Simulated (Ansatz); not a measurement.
**CHGeN (triplet): the correlation ladder at a displaced geometry (v2), cc-pVDZ**

One table from this session's results is given with a row withheld; the runs are named, their logs left out.

The runs use Ansatz 0.2.0, Gaussian basis; cc-pVDZ, core rule «outside noble gas», up to 16 orbitals frozen.

Plan: UHF; CCSD(T) on ROHF; CCSD(T) on UHF; BCCD(T) on ROHF; CISD; CCSDT(Q) on ROHF; CCSDT(Q) on UHF.

32 further runs of the same task are left out: 2 for a mislabelled method, 16 that didn't finish, 14 set aside as unsound or not needed.

**The geometry**

The geometry is a PBE0/def2-TZVP stationary point (not a proven minimum) with its atoms shifted at random (size 0.100 Å). No spin-orbit coupling is included. The filled d shell of Ge may be among the frozen orbitals whatever the setting's name suggests; the logs give the count.

4 atoms, charge 0, spin multiplicity 3.

Atoms are counted from 1 here; the program's logs count them from 0.

Bond lengths: Ge1–C2 1.880 Å, Ge1–H4 1.481 Å, C2–N3 1.170 Å. Angles: C2–Ge1–H4 119.4°, Ge1–C2–N3 169.4°.

The first run:

Input file in.yaml:

```yaml
crystal:
  periodic: [false, false, false]
  atoms:
    - {symbol: Ge, position_ang: [0.032324, -0.032698, 0.643869]}
    - {symbol: C, position_ang: [-0.132550, 0.073286, -1.225835]}
    - {symbol: N, position_ang: [-0.055930, 0.019413, -2.392002]}
    - {symbol: H, position_ang: [0.027179, 1.213438, 1.445086]}
basis:
  gaussian: {orbitals: cc-pVDZ}
magnetization: {spin_polarized: true, initial_magnetization: 2}
hamiltonian: {xc: hf}
output: {orbitals: {seedname: orbitals}}
```

The run is started by

```sh
> ansatz run in.yaml --threads 1 --pin off --events-out ev --progress --plain --max-ram 2393MiB
```

Among the steps run: UHF; CCSD(T) on ROHF; CCSD(T) on UHF; BCCD(T) on ROHF; CISD; CCSDT(Q) on ROHF; CCSDT(Q) on UHF.

One table of the session follows, with a row left open; its other results are not shown here.

| method | from UCCSDT(Q) (meV) |
| --- | --- |
| ROHF | +10206.8 |
| UHF | +10034.3 |
| RMP2 | +955.6 |
| UMP2 | +1355.6 |
| CISD | ? |
| RCCSD | +495.5 |
| UCCSD | +479.2 |
| RCCSD(T) | +75.0 |
| UCCSD(T) | +76.6 |
| BCCD(T) | +73.7 |
| RCCSDT | +60.0 |
| UCCSDT | +48.0 |
| RCCSDT(Q) | +10.2 |
| UCCSDT(Q) | 0 |

Q: Estimate the row for CISD from the others.

**Answer.** from UCCSDT(Q) (meV): +1476.3. In the column «from UCCSDT(Q) (meV)» it lies between UMP2 (+1355.6) and UHF (+10034.3).

Limits of these values: Restricted and unrestricted rows rest on different reference determinants; where their highest levels disagree by more than a few hundredths of an eV, they describe different states and don't form one ladder.
